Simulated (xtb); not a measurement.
# GFN2-xTB run of GeH2ClO2 (SMILES [OH][Ge]([OH])[Cl])

We compute a structure relaxation of GeH2ClO2. 

Program for the calculation: xtb 6.7.1.

5 further runs of the same task are left out: 5 set aside as unsound or not needed.

## 1. Starting point

The species is GeH2ClO2 (6 atoms), meant as a doublet with charge 0. As SMILES, `[OH][Ge]([OH])[Cl]`. All atoms were displaced at random from a relaxed shape. The run starts from this shape.

Bond lengths: O1–Ge2 1.812 Å, Ge2–O3 1.783 Å, Ge2–Cl4 2.262 Å, O1–H5 0.941 Å, O3–H6 0.995 Å. Angles: O1–Ge2–O3 95.8°, O1–Ge2–Cl4 108.9°, O3–Ge2–Cl4 106.7°, Ge2–O1–H5 116.6°, Ge2–O3–H6 116.5°.

## 2. A structure relaxation at GFN2-xTB

File struc.xyz:

```xyz
6

O     -0.510360     1.391780    -0.440240
Ge     0.146120    -0.294460    -0.538820
O      1.342310    -0.100230     0.769220
Cl    -1.420040    -1.737760     0.222580
H     -1.291790     1.568560    -0.933190
H      1.844720    -0.916780     1.035850
```

Launch:

```
xtb struc.xyz --gfn 2 --opt vtight --chrg 0 -u 1 | tee xtb.out
```

Q: Predict the results. Wanted: total energy at the end; dipole moment; HOMO energy; LUMO energy; dispersion energy; mean polarisability.

Computed results:

At GFN2-xTB:

| quantity | value |
| --- | --- |
| total energy at the end | -15.70793 Eh |
| dipole moment | 2.30 D |
| HOMO energy (partly filled) | -10.43 eV |
| LUMO energy | -3.50 eV |
| dispersion energy | -8.81 kJ/mol |
| mean polarisability (D4 model) | 60.7 bohr³ |

In words: At the final geometry: Bond lengths: O1–Ge2 1.773 Å, Ge2–O3 1.773 Å, Ge2–Cl4 2.229 Å, O1–H5 0.955 Å, O3–H6 0.955 Å. Angles: O1–Ge2–O3 97.9°, O1–Ge2–Cl4 106.0°, O3–Ge2–Cl4 106.0°, Ge2–O1–H5 119.4°, Ge2–O3–H6 119.4°. The optimisation took 12 steps and changed the energy by -0.059 eV.
